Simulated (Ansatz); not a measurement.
# C₂H₈BN: small, medium and large basis sets

How large a basis does C₂H₈BN need? Two functionals are run in growing sets.

The runs use Ansatz 0.2.0, Gaussian basis; one geometry, several basis sets.

The runs, in order: PBE0-D4/def2-SVP; ωB97M-V/def2-SVP; PBE0-D4/def2-QZVPP; ωB97M-V/def2-QZVPP; the functionals' def2-TZVPP values are taken from earlier runs.

## 1. Structure used throughout

All runs share one geometry, relaxed beforehand with PBE0-D4 in a triple-zeta def2 set.

SMILES `CBNC`, 12 atoms, charge 0, spin multiplicity 1.

Atoms are counted from 1 here; the program's logs count them from 0.

Bond lengths: C1–B2 1.569 Å, C1–H5 1.094 Å, C1–H6 1.095 Å, C1–H7 1.095 Å, B2–N3 1.389 Å, B2–H8 1.204 Å, N3–C4 1.443 Å, N3–H9 1.009 Å, C4–H10 1.090 Å, C4–H11 1.095 Å, C4–H12 1.095 Å. Angles: B2–C1–H5 114.2°, B2–C1–H6 110.5°, B2–C1–H7 110.5°, H5–C1–H6 107.8°, H5–C1–H7 107.9°, H6–C1–H7 105.5°, C1–B2–N3 121.9°, C1–B2–H8 121.2°, N3–B2–H8 116.9°, B2–N3–C4 127.1°, B2–N3–H9 119.0°, C4–N3–H9 114.0°, N3–C4–H10 109.0°, N3–C4–H11 111.7°, N3–C4–H12 111.7°, H10–C4–H11 108.2°, H10–C4–H12 108.2°, H11–C4–H12 108.0°.

Geometry (Å):

```mol
C2H8BN
  3D, bonds by distance, orders not assigned

 12 11  0  0  0  0  0  0  0  0999 V2000
   -1.8236    0.7336    0.3134 C   0  0
   -0.3016    0.6240   -0.0536 B   0  0
    0.3885   -0.5790    0.0291 N   0  0
    1.7797   -0.8067   -0.2792 C   0  0
   -2.2767   -0.2085    0.6365 H   0  0
   -2.3979    1.1063   -0.5417 H   0  0
   -1.9738    1.4694    1.1108 H   0  0
    0.3222    1.5853   -0.4217 H   0  0
   -0.1046   -1.4051    0.3340 H   0  0
    2.2302    0.1332   -0.5978 H   0  0
    2.3330   -1.1727    0.5916 H   0  0
    1.9017   -1.5350   -1.0875 H   0  0
  1  2  8  0
  2  3  8  0
  3  4  8  0
  1  5  8  0
  1  6  8  0
  1  7  8  0
  2  8  8  0
  3  9  8  0
  4 10  8  0
  4 11  8  0
  4 12  8  0
M  END
```

## 2. PBE0-D4 in def2-SVP

Input file in.yaml:

```yaml
crystal:
  periodic: [false, false, false]
  atoms:
    - {symbol: C, position_ang: [-1.823577, 0.733556, 0.313414]}
    - {symbol: B, position_ang: [-0.301631, 0.624031, -0.053613]}
    - {symbol: N, position_ang: [0.388455, -0.579018, 0.029073]}
    - {symbol: C, position_ang: [1.779680, -0.806682, -0.279241]}
    - {symbol: H, position_ang: [-2.276719, -0.208477, 0.636545]}
    - {symbol: H, position_ang: [-2.397931, 1.106297, -0.541655]}
    - {symbol: H, position_ang: [-1.973826, 1.469358, 1.110824]}
    - {symbol: H, position_ang: [0.322181, 1.585290, -0.421719]}
    - {symbol: H, position_ang: [-0.104596, -1.405083, 0.334030]}
    - {symbol: H, position_ang: [2.230156, 0.133222, -0.597782]}
    - {symbol: H, position_ang: [2.333038, -1.172701, 0.591625]}
    - {symbol: H, position_ang: [1.901671, -1.534988, -1.087502]}
basis:
  gaussian: {orbitals: def2-SVP}
hamiltonian: {xc: pbe0, dispersion: d4}
output: {orbitals: {seedname: orbitals}}
```

After this run come: ωB97M-V in def2-SVP; PBE0-D4 in def2-QZVPP; ωB97M-V in def2-QZVPP.

Q: Predict the results of all the runs planned. Wanted: PBE0-D4: double and triple zeta above quadruple; ωB97M-V: double and triple zeta above quadruple.

The runs gave:

| quantity | value |
| --- | --- |
| PBE0-D4: double and triple zeta above quadruple | 5.07, 0.26 eV |
| ωB97M-V: double and triple zeta above quadruple | 5.36, 0.26 eV |

What this shows: PBE0-D4 gains 4.81 eV from double to triple zeta, then 0.26 eV more. These are total energies; as a rule much of such shifts cancels in differences, which this series doesn't test. The LUMO of ωB97M-V is positive and keeps falling with the basis (3.14 to 1.65 eV): an unbound level that the basis holds in place.
